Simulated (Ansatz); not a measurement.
Consider a rigid torsion scan of FH3Sb2, SMILES [F][SbH][SbH2] (Ansatz's Python interface).

The script, `run_torsion.py`:
```python
import warnings

import ansatz as az
from ase import Atoms

warnings.simplefilter("ignore", az.DeckWarning)

atoms = Atoms(["F", "Sb", "Sb", "H", "H", "H"], positions=[
    [-1.8315, -0.5417, -0.2263],
    [-0.1991, -1.1757, -1.0715],
    [1.2771, 0.885, 0.1082],
    [0.1871, -2.2392, 0.2838],
    [0.3356, 2.1111, -0.684],
    [0.2729, 0.8965, 1.5435],
])

first = (
    az.Crystal.molecule_from_ase(atoms).calculation()
    .basis(gaussian="def2-SVP")
    .functional("cam_b3lyp")
    .relax(force_tolerance=0.02, max_steps=80)
)
atoms.positions = first.run(threads=1, backend="cpu").report["positions_ang"]

start = atoms.get_dihedral(4, 2, 1, 0)
energies = {}
for turn in range(0, 360, 40):
    turned = atoms.copy()
    turned.set_dihedral(4, 2, 1, 0, start + turn, indices=[0, 1, 3])
    setup = (
        az.Crystal.molecule_from_ase(turned).calculation()
        .basis(gaussian="def2-SVP")
        .functional("cam_b3lyp")
    )
    energies[round((start + turn) % 360)] = setup.run(threads=1, backend="cpu").report["free_energy_ev"]
floor = min(energies.values())
print("dihedral H4-Sb2-Sb1-F0 (deg)   E - E(min) (eV)")
for angle, e in sorted(energies.items()):
    print(f"{angle:8d} {(e - floor):14.3f}  " + "#" * int(30 * (e - floor) / max(max(energies.values()) - floor, 1e-9)))
```

Where along the turn do the lowest and the highest point lie, and how far apart are they?

The lowest point is at 170° and the highest at 10°, 0.127 eV (12.3 kJ/mol) above it, with the rest of the molecule held.

The run itself:

```console
$ python run_torsion.py
dihedral H4-Sb2-Sb1-F0 (deg)   E - E(min) (eV)
      10          0.127  ##############################
      50          0.081  ###################
      90          0.051  ###########
     130          0.010  ##
     170          0.000
     210          0.041  #########
     250          0.043  ##########
     290          0.012  ##
     330          0.070  ################
```

Caveats:
- The scan is rigid and the energies are electronic, in a modest basis. With rigid groups the curve can differ much from the relaxed path, the start wasn't checked as a minimum of this torsion, and equivalent turns needn't return to the same energy.
- def2 sets replace the cores of elements past krypton by effective core potentials.
- It ran for 35 s on 1 thread of Intel(R) Xeon(R) 6975P-C (Granite Rapids), with other jobs on the host, peak memory 0.29 GiB.

(Lines on the test bed's own set-up are left out of the output.)
